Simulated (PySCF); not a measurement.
# CH₂F₄Si: magnetic properties

Aim: compute the magnetic properties of CH₂F₄Si (`FC[Si](F)(F)F`).

Programs: PySCF 2.14.0, with routines of our own; each step states its level. All values are computed. Atoms count from 0.

## 1. The starting structure

8 atoms, charge 0, multiplicity 1; geometry from: GFN2-xTB.

## 2. Relaxing the molecule at PBE0-D3(BJ)/def2-SVP

The job: settings as JSON, then the geometry in Å.

```
{"job": {"xc": "PBE0", "basis": "def2-SVP", "d3": "d3bj", "grid": 1, "kind": "geom"}, "charge": 0, "multiplicity": 1}
F     -1.633085     0.000454    -1.118664
C     -1.000306    -0.095517     0.100910
Si     0.879091     0.081416    -0.053827
F      1.573215    -1.020288    -0.948196
F      1.364104     1.468638    -0.633417
F      1.546961    -0.044835     1.378143
H     -1.286145    -1.066827     0.517955
H     -1.434778     0.686372     0.732531
```

The run is started by

```
OMP_NUM_THREADS=1 python excited_run.py task.json out
```

The driver reads the jobs from task.json and runs them one after another.

The program printed:

```text
step   0  E = -727.37015456  max force = 0.016486
step   1  E = -727.37288673  max force = 0.011236
step   2  E = -727.37356111  max force = 0.001951
step   3  E = -727.37358661  max force = 0.000445
step   4  E = -727.37359578  max force = 0.000533
step   5  E = -727.37360089  max force = 0.000687
step   6  E = -727.37360422  max force = 0.000526
step   7  E = -727.37360697  max force = 0.000216
optimisation converged
```

Run time: 17 s. Hardware: 1 thread of Arm Neoverse V2, shared host; peak memory 0.53 GiB.

Along the way:

| step | energy from step 0 (eV) | largest force component (eV/Å) |
| --- | --- | --- |
| 0 | 0.0000 | 0.8477 |
| 1 | -0.0743 | 0.5778 |
| 2 | -0.0927 | 0.1003 |
| 3 | -0.0934 | 0.0229 |
| 4 | -0.0936 | 0.0274 |
| 5 | -0.0938 | 0.0353 |
| 6 | -0.0939 | 0.0270 |
| 7 | -0.0939 | 0.0111 |

Distances of close pairs at the start and the end, largest changes first:

| bond | before (Å) | after (Å) | change (Å) |
| --- | --- | --- | --- |
| C1–Si2 | 1.894 | 1.865 | -0.029 |
| Si2–F4 | 1.580 | 1.599 | +0.020 |
| Si2–F3 | 1.580 | 1.599 | +0.019 |
| Si2–F5 | 1.585 | 1.603 | +0.018 |
| C1–H7 | 1.095 | 1.105 | +0.010 |
| C1–H6 | 1.095 | 1.105 | +0.010 |
| F0–C1 | 1.377 | 1.373 | -0.004 |

The next job starts from the end point, and lists it.

| at the end point | value |
| --- | --- |
| point group (found at 0.08 Å tolerance) | Cs |
| rotational constants (GHz, main isotopes) | 3.761, 2.021, 1.983 |
| dipole moment (D) | 2.06 |

## 3. Magnetic properties: GIAO KT3/aug-pcSseg-1

The job: settings as JSON, then the geometry in Å.

```
{"job": {"kind": "mag", "xc": "KT3", "basis": "aug-pcSseg-1", "isotopologues": 2}, "charge": 0, "multiplicity": 1}
F     -1.792152    -0.148205    -1.268432
C     -1.285657    -0.265848     0.002483
Si     0.575693    -0.145827    -0.009962
F      1.250494    -1.267686    -0.928306
F      1.088776     1.276115    -0.531991
F      1.102553    -0.346318     1.490274
H     -1.592286    -1.233202     0.439582
H     -1.705891     0.526444     0.648138
```

With the program's defaults for keys left out, this is: GIAO KT3/aug-pcSseg-1 magnetisability, rotational g tensor and spin-rotation constants, non-relativistic, gas phase.

The program printed:

```text
coarse grid: 8296 points
cycle   1  E = -735.4943198417  dE =  6.715e-01  |g| = 1.244e+00  |ddm| = 3.711e+00
cycle   2  E = -734.7200743473  dE =  7.742e-01  |g| = 2.532e+00  |ddm| = 2.691e+00
cycle   3  E = -735.7269833532  dE = -1.007e+00  |g| = 1.378e-01  |ddm| = 1.968e+00
cycle   4  E = -735.7300503668  dE = -3.067e-03  |g| = 8.935e-02  |ddm| = 2.287e-01
cycle   5  E = -735.7317962193  dE = -1.746e-03  |g| = 2.077e-02  |ddm| = 7.700e-02
cycle   6  E = -735.7318507916  dE = -5.457e-05  |g| = 8.883e-03  |ddm| = 2.066e-02
cycle   7  E = -735.7318638053  dE = -1.301e-05  |g| = 1.781e-03  |ddm| = 8.091e-03
cycle   8  E = -735.7318642991  dE = -4.938e-07  |g| = 6.260e-04  |ddm| = 2.115e-03
final grid: 80296 points
cycle   9  E = -735.9055441932  dE = -9.756e-05  |g| = 5.148e-02  |ddm| = 7.978e-02
cycle  10  E = -735.9046132523  dE =  9.309e-04  |g| = 9.289e-02  |ddm| = 9.692e-02
cycle  11  E = -735.9059079893  dE = -1.295e-03  |g| = 5.011e-03  |ddm| = 6.894e-02
cycle  12  E = -735.9059118492  dE = -3.860e-06  |g| = 1.778e-03  |ddm| = 5.336e-03
cycle  13  E = -735.9059123677  dE = -5.185e-07  |g| = 3.126e-04  |ddm| = 1.270e-03
cycle  14  E = -735.9059123826  dE = -1.487e-08  |g| = 1.062e-04  |ddm| = 3.284e-04
cycle  15  E = -735.9059123847  dE = -2.160e-09  |g| = 2.839e-05  |ddm| = 1.306e-04
cycle  16  E = -735.9059123849  dE = -1.471e-10  |g| = 9.423e-06  |ddm| = 3.181e-05
converged SCF energy = -735.9059123849

Magnetisability tensor (1e-30 J/T^2)
     -798.91        4.64      -51.82
        4.64     -780.26       10.78
      -51.82       10.78     -897.85
isotropic -825.67   principal values    -921.00   -779.28   -776.74
isotropic susceptibility -49.723 1e-6 cm^3/mol

Inertial axes            a          b          c
rot. const./GHz      3.7606     2.0211     1.9831
chi total           -51.616    -50.625    -46.928
chi diamagnetic    -352.502   -589.062   -604.834
chi paramagnetic    300.886    538.437    557.906
quadrupole/D A       -3.361      2.645      0.716
g nuclear            0.5024     0.4913     0.4978
g electronic        -0.5316    -0.5112    -0.5198
g total             -0.0292    -0.0200    -0.0220

Spin-rotation constants (kHz, H = +C I.J)
atom  isotope        aa         bb         cc
  0    19F        0.682      0.456     -0.468
  3    19F        4.068      1.742      1.368
  4    19F        4.031      1.778      1.364
  5    19F        2.652      1.915      1.900
  6     1H       -0.365     -0.101      0.013
  7     1H       -0.364     -0.110      0.022
  1    13C*       0.736      0.421      0.538
  2   29Si*      -2.005     -1.137     -1.030
* in the singly substituted isotopologue

Isotopologues: g along a, b, c
2H    at 6,7               -0.0289    -0.0191    -0.0214
13C   at 1                 -0.0293    -0.0198    -0.0218
```

Wall time 21 s (1 thread of Arm Neoverse V2, shared host); peak memory 0.54 GiB.

In short:

| quantity | value |
| --- | --- |
| magnetisability | -826·10⁻³⁰ J/T² |
| molar susceptibility | -49.7·10⁻⁶ cm³/mol |
| rotational g (a, b, c) | -0.0292, -0.0200, -0.0220 |

## 4. Outcome

| quantity | value |
| --- | --- |
| point group | Cs |
| rotational constants (main isotopes) | 3.76, 2.02, 1.98 GHz |
| magnetisability (step 3, GIAO KT3/aug-pcSseg-1) | -826·10⁻³⁰ J/T² |
| molar susceptibility (step 3, GIAO KT3/aug-pcSseg-1) | -49.7·10⁻⁶ cm³/mol |
| rotational g (a, b, c) (step 3, GIAO KT3/aug-pcSseg-1) | -0.0292, -0.0200, -0.0220 |

What this shows: Over 7 steps the energy fell by 0.094 eV; of the close pairs, C1–Si2 changed most, 1.894 to 1.865 Å. Vibrational averaging and real surroundings are missing from these values.
